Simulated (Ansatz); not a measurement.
**C5H12N2Sn: up Jacob's ladder to CCSD(T)**

The task here is to estimate one member of a computed series from the others.

Computed with Ansatz 0.2.0, Gaussian basis. Level: functionals in def2-TZVPP, the program's frozen cores in correlated methods.

Plan: LDA (SPW92), PBE-D4, revPBE-D4, BLYP-D4, r2SCAN-D4, B97M-V, PBE0-D4, B3LYP-D4, r2SCANh-D4, r2SCAN0-D4, HSE06-D4, BHLYP-D4, CAM-B3LYP-D4, LC-ωPBE, ωB97X-V, ωB97M-V, B2PLYP, PBE-QIDH; CCSD(T)/def2-SVP; CCSD(T)/def2-TZVPP; MP2/def2-QZVPP; extrapolation to the limit; RPA on PBE.

## The geometry

An earlier PBE0-D4 in a triple-zeta def2 set relaxation fixed the geometry. Sn takes the def2 core potential; no spin-orbit term is included.

SMILES `CC1=[N+](C)[Sn-]([CH3])[N]1C`, 20 atoms, charge 0, spin multiplicity 1.

Atoms are counted from 1 here; the program's logs count them from 0.

Bond lengths: C1–C2 1.494 Å, C1–H9 1.088 Å, C1–H10 1.093 Å, C1–H11 1.093 Å, C2–N3 1.321 Å, C2–N7 1.320 Å, N3–C4 1.432 Å, N3–Sn5 2.220 Å, C4–H12 1.098 Å, C4–H13 1.098 Å, C4–H14 1.091 Å, Sn5–C6 2.197 Å, Sn5–N7 2.222 Å, C6–H15 1.094 Å, C6–H16 1.094 Å, C6–H17 1.091 Å, N7–C8 1.433 Å, C8–H18 1.098 Å and more. Angles: C2–C1–H9 111.9°, C2–C1–H10 110.1°, C2–C1–H11 110.1°, H9–C1–H10 108.8°, H9–C1–H11 108.7°, H10–C1–H11 107.1°, C1–C2–N3 122.7°, C1–C2–N7 124.7°, N3–C2–N7 112.6°, C2–N3–C4 123.4°, C2–N3–Sn5 94.0°, C4–N3–Sn5 142.1°, N3–C4–H12 113.0°, N3–C4–H13 112.5°, N3–C4–H14 109.2°, H12–C4–H13 107.6°, H12–C4–H14 107.2°, H13–C4–H14 107.1° and more.

The first run:

in.yaml reads:

```yaml
crystal:
  periodic: [false, false, false]
  atoms:
    - {symbol: C, position_ang: [1.960284, -0.251589, -0.446842]}
    - {symbol: C, position_ang: [0.520420, -0.375381, -0.068930]}
    - {symbol: N, position_ang: [-0.436573, -0.569849, -0.958874]}
    - {symbol: C, position_ang: [-0.189664, -0.718149, -2.361956]}
    - {symbol: Sn, position_ang: [-2.027844, -0.794366, 0.573312]}
    - {symbol: C, position_ang: [-2.595476, 1.324861, 0.458589]}
    - {symbol: N, position_ang: [0.060364, -0.318562, 1.166855]}
    - {symbol: C, position_ang: [0.877641, -0.139104, 2.330767]}
    - {symbol: H, position_ang: [2.590855, -0.049061, 0.416493]}
    - {symbol: H, position_ang: [2.090685, 0.553655, -1.173654]}
    - {symbol: H, position_ang: [2.303803, -1.174049, -0.922661]}
    - {symbol: H, position_ang: [0.442300, -1.585229, -2.597335]}
    - {symbol: H, position_ang: [0.286579, 0.168571, -2.800238]}
    - {symbol: H, position_ang: [-1.139124, -0.861490, -2.879744]}
    - {symbol: H, position_ang: [-3.388972, 1.463861, -0.281098]}
    - {symbol: H, position_ang: [-2.979793, 1.664885, 1.424460]}
    - {symbol: H, position_ang: [-1.735057, 1.935427, 0.180218]}
    - {symbol: H, position_ang: [1.630320, -0.928304, 2.453860]}
    - {symbol: H, position_ang: [1.396581, 0.827634, 2.336354]}
    - {symbol: H, position_ang: [0.241073, -0.164260, 3.216624]}
basis:
  gaussian: {orbitals: def2-TZVPP}
hamiltonian: {xc: lda}
output: {orbitals: {seedname: orbitals}}
```

Run with:

```
ansatz run in.yaml --threads 5 --pin off --events-out ev --progress --plain --max-ram 66560MiB --backend cuda --devices 0, --max-vram 37GiB
```

Among the steps run: LDA; PBE-D4 (GGA); revPBE-D4 (GGA); BLYP-D4 (GGA); r2SCAN-D4 (meta-GGA); B97M-V (meta-GGA); B3LYP-D4 (hybrid); r2SCANh-D4 (hybrid); r2SCAN0-D4 (hybrid); HSE06-D4 (hybrid); BHLYP-D4 (hybrid); CAM-B3LYP-D4 (range-separated); LC-ωPBE (range-separated); ωB97X-V (range-separated); ωB97M-V (range-separated); B2PLYP (double hybrid); PBE-QIDH (double hybrid).

One table of the session follows, with a row left open; its other results are not shown here.

It belongs to the step «Orbital energies across the functionals». 

| functional | HOMO (eV) | gap (eV) |
| --- | --- | --- |
| LDA (SPW92) | ? | ? |
| PBE-D4 | -4.59 | 3.28 |
| revPBE-D4 | -4.53 | 3.33 |
| BLYP-D4 | -4.47 | 3.25 |
| r2SCAN-D4 | -4.79 | 3.69 |
| B97M-V | -4.73 | 3.46 |
| PBE0-D4 | -5.51 | 4.93 |
| B3LYP-D4 | -5.37 | 4.56 |
| r2SCANh-D4 | -5.13 | 4.29 |
| r2SCAN0-D4 | -5.66 | 5.20 |
| HSE06-D4 | -5.13 | 4.19 |
| BHLYP-D4 | -6.34 | 6.48 |
| CAM-B3LYP-D4 | -6.71 | 7.01 |
| LC-ωPBE | -7.87 | 9.27 |
| ωB97X-V | -7.61 | 8.83 |
| ωB97M-V | -7.55 | 8.51 |

**Question.** Estimate the row for LDA (SPW92).

The run gave: HOMO (eV): -4.75; gap (eV): 3.23. In the column «HOMO (eV)» it lies between r2SCAN-D4 (-4.79) and B97M-V (-4.73).
